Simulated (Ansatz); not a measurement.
**C₂H₅BrSi: small, medium and large basis sets**

An exercise on one series of results from a longer session: the logs are not shown, and one member is left open.

Program: Ansatz 0.2.0, Gaussian basis. Level of theory: one geometry, several basis sets. These are calculated values, not measurements.

The runs, in order: PBE0-D4/def2-SVP; ωB97M-V/def2-SVP; PBE0-D4/def2-QZVPP; ωB97M-V/def2-QZVPP; the functionals' def2-TZVPP values are taken from earlier runs.

### The relaxed structure

An earlier PBE0-D4 in a triple-zeta def2 set relaxation fixed the geometry.

SMILES `C=C[SiH2]Br`, 9 atoms, charge 0, spin multiplicity 1.

Atoms are counted from 1 here; the program's logs count them from 0.

Bond lengths: C1–C2 1.330 Å, C1–H5 1.087 Å, C1–H6 1.086 Å, C2–Si3 1.848 Å, C2–H7 1.088 Å, Si3–Br4 2.229 Å, Si3–H8 1.482 Å, Si3–H9 1.482 Å. Angles: C2–C1–H5 121.7°, C2–C1–H6 122.2°, H5–C1–H6 116.1°, C1–C2–Si3 121.7°, C1–C2–H7 119.0°, Si3–C2–H7 119.3°, C2–Si3–Br4 110.1°, C2–Si3–H8 112.1°, C2–Si3–H9 109.5°, Br4–Si3–H8 106.2°, Br4–Si3–H9 108.1°, H8–Si3–H9 110.8°.

The first run:

File in.yaml:

```yaml
crystal:
  periodic: [false, false, false]
  atoms:
    - {symbol: C, position_ang: [-0.405817, 1.503790, -0.203175]}
    - {symbol: C, position_ang: [0.453632, 0.497430, -0.339723]}
    - {symbol: Si, position_ang: [0.141654, -1.157486, 0.421355]}
    - {symbol: Br, position_ang: [-0.025684, -2.710934, -1.167920]}
    - {symbol: H, position_ang: [-1.333417, 1.391871, 0.351446]}
    - {symbol: H, position_ang: [-0.224590, 2.482347, -0.638776]}
    - {symbol: H, position_ang: [1.365232, 0.657144, -0.911959]}
    - {symbol: H, position_ang: [1.254962, -1.586098, 1.301404]}
    - {symbol: H, position_ang: [-1.137373, -1.124465, 1.170146]}
basis:
  gaussian: {orbitals: def2-SVP}
hamiltonian: {xc: pbe0, dispersion: d4}
output: {orbitals: {seedname: orbitals}}
```

Steps of the session up to this table: PBE0-D4 in def2-SVP; ωB97M-V in def2-SVP; PBE0-D4 in def2-QZVPP; ωB97M-V in def2-QZVPP.

One table of the session follows, with a row left open; its other results are not shown here.

It belongs to the step «Density functionals: the series». 

```
functional       basis  HOMO (eV)
   PBE0-D4    def2-SVP      -8.08
   PBE0-D4  def2-TZVPP      -8.19
   PBE0-D4  def2-QZVPP      -8.20
   ωB97M-V    def2-SVP     -10.26
   ωB97M-V  def2-TZVPP     -10.39
   ωB97M-V  def2-QZVPP          ?
```

Estimate the missing values for ωB97M-V, def2-QZVPP.

**Answer.** HOMO (eV): -10.40. In the column «HOMO (eV)» it is the lowest.
